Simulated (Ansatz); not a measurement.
# YbCoGe2: the cost of one run

Program: Ansatz 0.2.0. Level of theory: DFT r²SCAN, scalar-relativistic, plane waves, PAW. These are calculated values, not measurements.

10 further runs of the same task are left out: 6 that didn't finish, 4 set aside as unsound or not needed. Runs told in other sessions of the task aren't counted.

## Step 1: The starting structure

It takes space group Cmcm (No. 63, orthorhombic). The conventional cell has a = 4.221 Å, b = 16.830 Å, c = 4.129 Å, α = 90.00°, β = 90.00°, γ = 90.00°. Co (site symmetry m2m) has 5 Ge at 2.29 to 2.41 Å in its first shell of neighbours. Ge (site symmetry m2m) is surrounded by 1 Co at 2.29 Å and 2 Ge at 2.55 Å. Around Ge (site symmetry m2m) lie 4 Co at 2.38 to 2.41 Å. Yb (site symmetry m2m) is surrounded by 10 Ge at 3.14 to 3.33 Å and 5 Co at 3.19 to 3.55 Å.

As a file:

```cif
data_structure
_symmetry_space_group_name_H-M 'Cmcm'
_symmetry_Int_Tables_number 63
_cell_length_a 4.2207
_cell_length_b 16.8303
_cell_length_c 4.1294
_cell_angle_alpha 90.000
_cell_angle_beta 90.000
_cell_angle_gamma 90.000
_cell_volume 293.33
loop_
_atom_site_label
_atom_site_type_symbol
_atom_site_symmetry_multiplicity
_atom_site_Wyckoff_symbol
_atom_site_fract_x
_atom_site_fract_y
_atom_site_fract_z
_atom_site_occupancy
Co1 Co 4 c 0.00000 0.31939 0.25000 1
Ge1 Ge 4 c 0.00000 0.45536 0.25000 1
Ge2 Ge 4 c 0.50000 0.25080 0.25000 1
Yb1 Yb 4 c 0.00000 0.10837 0.25000 1
```

Starting moments: Co 1.50 μB.

## Step 2: At the starting volume (r²SCAN, 4×4×4 mesh)

The input, input.yaml:

```yaml
crystal:
  lattice:
    - [2.11033869, -8.41515201, 0.0]
    - [2.11033869, 8.41515201, 0.0]
    - [0.0, 0.0, 4.12936002]
  atoms:
    - { symbol: Co, position: [0.680608, 0.319392, 0.75], spin: 1.5 }
    - { symbol: Co, position: [0.319392, 0.680608, 0.25], spin: 1.5 }
    - { symbol: Ge, position: [0.54464, 0.45536, 0.75] }
    - { symbol: Ge, position: [0.45536, 0.54464, 0.25] }
    - { symbol: Ge, position: [0.249204, 0.750796, 0.75] }
    - { symbol: Ge, position: [0.750796, 0.249204, 0.25] }
    - { symbol: Yb, position: [0.891632, 0.108368, 0.75] }
    - { symbol: Yb, position: [0.108368, 0.891632, 0.25] }
basis:
  ecutwfc: 500
kpoints:
  mp_grid: { grid: [4, 4, 4] }
hamiltonian:
  xc: r2scan
scf:
  occupations: { method: gaussian, width: 0.1 }
  lower_state_search: "off"
output:
  forces: true
  stress: true
  eigenvalues: true
  populations: true
  hubbard: { sites: [{ species: Yb, l: f }] }
magnetization:
  spin_polarized: true
```

The run is started by

```console
$ ansatz run input.yaml --threads 8 --pin off --max-ram 14336MiB --backend cpu --events-out ev --progress --plain --runs-dir out
```

What time and memory should one allow on 8 threads of Arm Neoverse V2, shared host?

About 48 s, with a peak of 1.6 GiB.
